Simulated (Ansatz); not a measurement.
# AlGaH₆NO₂P: basis-set convergence

The task here is to estimate one member of a computed series from the others.

The runs use Ansatz 0.2.0, Gaussian basis; one geometry, several basis sets.

The runs, in order: PBE0-D4/def2-SVP; ωB97M-V/def2-SVP; PBE0-D4/def2-QZVPP; ωB97M-V/def2-QZVPP; the functionals' def2-TZVPP values are taken from earlier runs.

## The geometry

All runs share one geometry, relaxed beforehand with PBE0-D4 in a triple-zeta def2 set.

SMILES `N[PH][Ga]([OH])[O][AlH2]`, 12 atoms, charge 0, spin multiplicity 1.

Atoms are counted from 1 here; the program's logs count them from 0.

Bond lengths: N1–P2 1.706 Å, N1–H7 1.007 Å, N1–H8 1.009 Å, P2–Ga3 2.314 Å, P2–H9 1.423 Å, Ga3–O4 1.785 Å, Ga3–O5 1.789 Å, O4–H10 0.961 Å, O5–Al6 1.680 Å, Al6–H11 1.593 Å, Al6–H12 1.580 Å. Angles: P2–N1–H7 113.8°, P2–N1–H8 121.9°, H7–N1–H8 111.6°, N1–P2–Ga3 103.9°, N1–P2–H9 100.8°, Ga3–P2–H9 93.1°, P2–Ga3–O4 124.9°, P2–Ga3–O5 120.9°, O4–Ga3–O5 114.2°, Ga3–O4–H10 112.2°, Ga3–O5–Al6 143.7°, O5–Al6–H11 117.9°, O5–Al6–H12 120.0°, H11–Al6–H12 122.1°.

Set-up of the first run:

Input file in.yaml:

```yaml
crystal:
  periodic: [false, false, false]
  atoms:
    - {symbol: N, position_ang: [0.104165, -1.795287, 1.297416]}
    - {symbol: P, position_ang: [1.623797, -1.072437, 1.017753]}
    - {symbol: Ga, position_ang: [1.130190, 0.763132, -0.302476]}
    - {symbol: O, position_ang: [2.249999, 2.112692, -0.633336]}
    - {symbol: O, position_ang: [-0.439542, 0.888180, -1.152207]}
    - {symbol: Al, position_ang: [-2.037751, 0.371596, -1.125005]}
    - {symbol: H, position_ang: [0.019321, -2.722769, 0.914923]}
    - {symbol: H, position_ang: [-0.757205, -1.277043, 1.210689]}
    - {symbol: H, position_ang: [1.766893, -0.285954, 2.194700]}
    - {symbol: H, position_ang: [1.872151, 2.758231, -1.236243]}
    - {symbol: H, position_ang: [-2.548297, -0.403525, 0.169987]}
    - {symbol: H, position_ang: [-2.983720, 0.663195, -2.356213]}
basis:
  gaussian: {orbitals: def2-SVP}
hamiltonian: {xc: pbe0, dispersion: d4}
output: {orbitals: {seedname: orbitals}}
```

Command:

```
ansatz run in.yaml --threads 2 --pin off --events-out ev --progress --plain --max-ram 32768MiB --backend cpu
```

Steps of the session up to this table: PBE0-D4 in def2-SVP; ωB97M-V in def2-SVP; PBE0-D4 in def2-QZVPP; ωB97M-V in def2-QZVPP.

One of the session's tables, all rows but one given; the rest of the session is left out.

It belongs to the step «Density functionals: the series». 

| functional | basis | HOMO (eV) |
| --- | --- | --- |
| PBE0-D4 | def2-SVP | -6.92 |
| PBE0-D4 | def2-TZVPP | -7.04 |
| PBE0-D4 | def2-QZVPP | ? |
| ωB97M-V | def2-SVP | -8.98 |
| ωB97M-V | def2-TZVPP | -9.13 |
| ωB97M-V | def2-QZVPP | -9.17 |

Q: Estimate the row for PBE0-D4, def2-QZVPP from the others.

As computed: HOMO (eV): -7.08. In the column «HOMO (eV)» it lies between ωB97M-V, def2-SVP (-8.98) and PBE0-D4, def2-TZVPP (-7.04).
